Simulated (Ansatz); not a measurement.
**CH5Cl2NSi: a ladder of functionals and wavefunction methods**

Aim: compute CH5Cl2NSi with functionals from several rungs and with coupled cluster, and see how far each lands from CCSD(T) at the basis-set limit for the atomisation energy.

Computed with Ansatz 0.2.0, Gaussian basis. Level: functionals in def2-TZVPP, the program's frozen cores in correlated methods.

Plan: LDA (SPW92), PBE-D4, revPBE-D4, BLYP-D4, r2SCAN-D4, B97M-V, PBE0-D4, B3LYP-D4, r2SCANh-D4, r2SCAN0-D4, HSE06-D4, BHLYP-D4, CAM-B3LYP-D4, LC-ωPBE, ωB97X-V, ωB97M-V, B2PLYP, PBE-QIDH; CCSD(T)/def2-SVP; CCSD(T)/def2-TZVPP; MP2/def2-QZVPP; extrapolation to the limit; RPA on PBE.

### Step 1. Structure used throughout

An earlier PBE0-D4 in a triple-zeta def2 set relaxation fixed the geometry.

SMILES `N[SiH](Cl)CCl`, 10 atoms, charge 0, spin multiplicity 1.

Atoms are counted from 1 here; the program's logs count them from 0.

Bond lengths: N1–Si2 1.697 Å, N1–H6 1.009 Å, N1–H7 1.007 Å, Si2–Cl3 2.067 Å, Si2–C4 1.875 Å, Si2–H8 1.480 Å, C4–Cl5 1.787 Å, C4–H9 1.090 Å, C4–H10 1.091 Å. Angles: Si2–N1–H6 118.9°, Si2–N1–H7 120.6°, H6–N1–H7 111.6°, N1–Si2–Cl3 115.4°, N1–Si2–C4 108.1°, N1–Si2–H8 109.1°, Cl3–Si2–C4 106.8°, Cl3–Si2–H8 105.9°, C4–Si2–H8 111.5°, Si2–C4–Cl5 109.9°, Si2–C4–H9 112.0°, Si2–C4–H10 110.8°, Cl5–C4–H9 107.5°, Cl5–C4–H10 107.4°, H9–C4–H10 109.0°.

### Step 2. LDA

This LDA is Slater exchange with PW92 correlation.

in.yaml

```yaml
crystal:
  periodic: [false, false, false]
  atoms:
    - {symbol: N, position_ang: [-1.238330, 0.605565, 0.820714]}
    - {symbol: Si, position_ang: [-0.486448, -0.112918, -0.519695]}
    - {symbol: Cl, position_ang: [-0.232354, 1.118282, -2.160593]}
    - {symbol: C, position_ang: [1.222852, -0.679111, 0.003956]}
    - {symbol: Cl, position_ang: [2.091323, 0.664194, 0.799889]}
    - {symbol: H, position_ang: [-0.721478, 1.276708, 1.368381]}
    - {symbol: H, position_ang: [-2.221669, 0.821917, 0.801984]}
    - {symbol: H, position_ang: [-1.312604, -1.247824, -0.988872]}
    - {symbol: H, position_ang: [1.824322, -1.001385, -0.845624]}
    - {symbol: H, position_ang: [1.157489, -1.496828, 0.722960]}
basis:
  gaussian: {orbitals: def2-TZVPP}
hamiltonian: {xc: lda}
output: {orbitals: {seedname: orbitals}}
```

After this run come: PBE-D4 (GGA); revPBE-D4 (GGA); BLYP-D4 (GGA); r2SCAN-D4 (meta-GGA); B97M-V (meta-GGA); PBE0-D4 (hybrid); B3LYP-D4 (hybrid); r2SCANh-D4 (hybrid); r2SCAN0-D4 (hybrid); HSE06-D4 (hybrid); BHLYP-D4 (hybrid); CAM-B3LYP-D4 (range-separated); LC-ωPBE (range-separated); ωB97X-V (range-separated); ωB97M-V (range-separated); B2PLYP (double hybrid); PBE-QIDH (double hybrid); CCSD(T) in def2-SVP; CCSD(T) in def2-TZVPP; MP2 in def2-QZVPP; RPA on PBE orbitals.

Before running them: what should the planned runs give, taken together? Wanted: atomisation energy, CCSD(T)/CBS; farthest beyond LDA; mean size of error, GGA; mean size of error, meta-GGA; mean size of error, hybrid; mean size of error, range-separated; mean size of error, double hybrid; gap, smallest and largest; T1 diagnostic.

The runs gave:

| quantity | value |
| --- | --- |
| atomisation energy, CCSD(T)/CBS | 821.0 kcal/mol |
| functionals within 4.1 kcal/mol (0.5 %) | r2SCAN-D4, B97M-V, PBE0-D4, B3LYP-D4, HSE06-D4, CAM-B3LYP-D4, ωB97X-V |
| farthest beyond LDA | BHLYP-D4 (-24.2 kcal/mol) |
| mean size of error, GGA | 8.7 kcal/mol |
| mean size of error, meta-GGA | 1.6 kcal/mol |
| mean size of error, hybrid | 7.6 kcal/mol |
| mean size of error, range-separated | 4.2 kcal/mol |
| mean size of error, double hybrid | 10.1 kcal/mol |
| gap, smallest and largest | 5.52 eV (LDA (SPW92)), 13.13 eV (LC-ωPBE) |
| T1 diagnostic | 0.0093 |
| triples share of the correlation energy | 4.0 % |

The LDA atomisation energy is off by 114.4 kcal/mol (14 %): it overbinds. PBE-D4 misses by +11.7 kcal/mol. Double hybrids carry the basis error of their MP2 part in triple zeta, and no dispersion term here, so their miss is partly the set-up's. Taken by rung, meta-GGA functionals do best (1.6 kcal/mol on average) and double hybrid ones worst beyond LDA (10.1 kcal/mol). Misses under about 4.1 kcal/mol are within the doubt on the reference itself, which lacks core-valence correlation, relativity and higher excitations. Hartree-Fock recovers 72 % of the binding; the rest is correlation. CCSD(T) in def2-SVP is off by -66.1 kcal/mol, worse than the median functional, from the basis alone. Orbital gaps span 5.5 to 13.1 eV; exact exchange widens them.
